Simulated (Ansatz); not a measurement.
# AlF2H2N: the cost of one run

Method: PBE0-D4/def2-TZVP structures, single points in def2-TZVPP, no counterpoise correction; program: Ansatz 0.2.0, Gaussian basis.

Levels: SPW92, PBE-D4, BLYP-D4, r2SCAN-D4, B97M-V, PBE0-D4, B3LYP-D4, r2SCAN0-D4, BHLYP-D4, CAM-B3LYP-D4, wB97X-V, wB97M-V, B2PLYP, PBE-QIDH, RPA on PBE, Hartree-Fock, MP2, CCSD, CCSD(T).

Cores are frozen in the correlated methods. B3LYP uses VWN-RPA correlation. B2PLYP carries no dispersion term here.

94 further runs of the same task are left out: 94 set aside as unsound or not needed.

### 1 The system as given

The complex: 9 atoms, charge 0, spin multiplicity 1.

Atoms are counted from 1 here; the program's logs count them from 0.

Bond lengths: Al1–O2 1.960 Å, Al1–F3 1.653 Å, Al1–F4 1.664 Å, Al1–N6 1.793 Å, O2–H5 0.971 Å, O2–H7 0.964 Å, N6–H8 1.009 Å, N6–H9 1.009 Å. Angles: O2–Al1–F3 103.4°, O2–Al1–F4 96.5°, O2–Al1–N6 94.9°, F3–Al1–F4 117.5°, F3–Al1–N6 118.8°, F4–Al1–N6 117.6°, Al1–O2–H5 99.9°, Al1–O2–H7 114.2°, H5–O2–H7 108.8°, Al1–N6–H8 120.7°, Al1–N6–H9 121.0°, H8–N6–H9 108.5°.

Geometry (Å):

| atom | x (Å) | y (Å) | z (Å) |
| --- | --- | --- | --- |
| Al1 | -0.4072 | -0.6686 | 0.1066 |
| O2 | -0.9297 | 1.0919 | -0.5771 |
| F3 | -1.0171 | -1.7142 | -1.0187 |
| F4 | -1.2088 | -0.5522 | 1.5597 |
| H5 | -0.0688 | 1.5399 | -0.5587 |
| N6 | 1.3517 | -0.3186 | 0.0986 |
| H7 | -1.5420 | 1.5715 | -0.0070 |
| H8 | 1.8551 | -0.1870 | 0.9628 |
| H9 | 1.9669 | -0.7627 | -0.5660 |

Its parts: AlF2H2N holds atoms 1, 3, 4, 6, 8, 9; H2O holds atoms 2, 5, 7. Each part counts its atoms afresh in its own runs.

### 2 Relaxing AlF2H2N alone

The input, relax-a/in.yaml:

```yaml
crystal:
  periodic: [false, false, false]
  atoms:
    - {symbol: Al, position_ang: [-0.407229, -0.668579, 0.106628]}
    - {symbol: F, position_ang: [-1.017086, -1.714233, -1.018673]}
    - {symbol: F, position_ang: [-1.208846, -0.552180, 1.559711]}
    - {symbol: N, position_ang: [1.351675, -0.318623, 0.098572]}
    - {symbol: H, position_ang: [1.855140, -0.187007, 0.962782]}
    - {symbol: H, position_ang: [1.966888, -0.762708, -0.566007]}
basis:
  gaussian: {orbitals: def2-TZVP}
hamiltonian: {xc: pbe0, dispersion: d4}
relax: {f_tol: 0.005, max_steps: 200}
```

Launch:

```
$ ansatz run in.yaml --threads 4 --pin off --events-out ev --progress --plain --max-ram 9574MiB
```

**Question.** How long does this run take on 4 threads of Arm Neoverse V1, shared host?

About 10 s.
